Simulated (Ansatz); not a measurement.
# CaTeI3: from a guess to a relaxed structure

Aim: relax a trial structure of CaTeI3 and see where it ends.

Computed with Ansatz 0.2.0 (DFT PBE, scalar-relativistic, plane waves, PAW, unless a step's input says otherwise).

### 1 The starting structure

Symmetry: R3m, No. 160, trigonal system. Conventional cell: a = 8.240 Å, b = 8.240 Å, c = 10.384 Å, α = 90.00°, β = 90.00°, γ = 120.00°. Ca (site symmetry 3m) is surrounded by 12 I at 4.12 to 4.24 Å. Te (site symmetry 3m) has 3 I at 2.64 Å as nearest neighbours. Around I (site symmetry m) lie 1 Te at 2.64 Å.

As a file:

```
CELL_PARAMETERS angstrom
4.11987 2.37861 3.46149
-4.11987 2.37861 3.46149
0.00000 -4.75721 3.46149
ATOMIC_POSITIONS crystal
Ca 0.00130 0.00130 0.00130
Te 0.47708 0.47708 0.47708
I 0.02867 0.50547 0.50547
I 0.50547 0.50547 0.02867
I 0.50547 0.02867 0.50547
```

Recipe of the guess: species swapped into a database cell of CsGeBr3 (R3m, No. 160), with Ca on the Cs sites, Te on the Ge sites and I on the Br sites. The dimensions are guesses.

### 2 A first look at the guess

Input file input.yaml:

```yaml
crystal:
  lattice:
    - [4.1198683, 2.37860707, 3.46148984]
    - [-4.1198683, 2.37860707, 3.46148984]
    - [0.0, -4.75721414, 3.46148984]
  atoms:
    - { symbol: Ca, position: [0.00130404, 0.00130404, 0.00130404] }
    - { symbol: Te, position: [0.47708291, 0.47708291, 0.47708291] }
    - { symbol: I, position: [0.02866813, 0.50547248, 0.50547248] }
    - { symbol: I, position: [0.50547248, 0.50547248, 0.02866813] }
    - { symbol: I, position: [0.50547248, 0.02866813, 0.50547248] }
basis:
  ecutwfc: 420
kpoints:
  mp_grid: { grid: [3, 3, 3] }
hamiltonian:
  xc: pbe
scf:
  occupations: { method: gaussian, width: 0.1 }
  lower_state_search: "off"
output:
  forces: true
  stress: true
  eigenvalues: true
```

Launch:

```sh
ansatz run input.yaml --threads 1 --pin off --max-ram 2560MiB --backend cpu --events-out ev --progress --plain --runs-dir out
```

The session goes on with these runs: rough relaxation on the coarse mesh; full relaxation.

Q: Predict the outcome of this session. Wanted: conventional cell; volume; energy over the elements; gap on the mesh.

As calculated:

| quantity | value |
| --- | --- |
| symmetry at the end (tolerance 0.05 Å) | space group R3m (No. 160) |
| conventional cell | a = 9.326 Å, b = 9.326 Å, c = 11.664 Å, α = 90.00°, β = 90.00°, γ = 120.00° |
| volume | 58.57 Å³/atom |
| energy over the elements | -0.65 eV/atom |
| gap on the mesh | none (metal) |

**Reading.** The space group R3m (No. 160) is kept, and the volume per atom grows by 43.9 % from the first guess. A negative formation energy is needed for stability but isn't enough; other structures and compounds were not set against it here. No finished test with a distortion of lower symmetry is shown, so the end may be a saddle point. Spin-orbit coupling is left out for I, Te. The final runs have no spin polarisation, so no magnetic state was tried and one may lie lower.
